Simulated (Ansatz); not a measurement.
# Pd: the cost of one run

Program: Ansatz 0.2.0. Level of theory: DFT r2SCAN, scalar-relativistic, plane waves, PAW. These are calculated values, not measurements.

## (1) The structure to begin with

Symmetry: Fm-3m, No. 225, cubic system. The conventional cell has a = 3.920 Å, b = 3.920 Å, c = 3.920 Å, α = 90.00°, β = 90.00°, γ = 90.00°. Pd (site symmetry m-3m) has 12 Pd at 2.77 Å in its first shell of neighbours.

Coordinates:

```
Pd
1.0
     0.00000    1.96000    1.96000
     1.96000    0.00000    1.96000
     1.96000    1.96000    0.00000
Pd
1
Direct
  0.00000 0.00000 0.00000
```

## (2) Relaxing cell and atoms: Pd, no spin

File input.yaml:

```yaml
crystal:
  lattice:
    - [0.0, 1.96, 1.96]
    - [1.96, 0.0, 1.96]
    - [1.96, 1.96, 0.0]
  atoms:
    - { symbol: Pd, position: [0.0, 0.0, 0.0] }
scf:
  occupations: { method: methfessel_paxton, width: 0.1 }
output:
  forces: true
  stress: true
  eigenvalues: true
hamiltonian:
  xc: r2scan
kpoints:
  mp_grid: { grid: [20, 20, 20] }
relax:
  f_tol: 0.005
  adjacent_minimum: "off"
  cell: { stress_tol: 0.02 }
```

Run with:

```sh
ansatz run input.yaml --threads 4 --pin off --max-ram 12288MiB --backend cpu --events-out ev --progress --plain --runs-dir out
```

What time and memory should one allow on 4 threads of Arm Neoverse V1, shared host?

About 11 s, with a peak of 0.42 GiB.
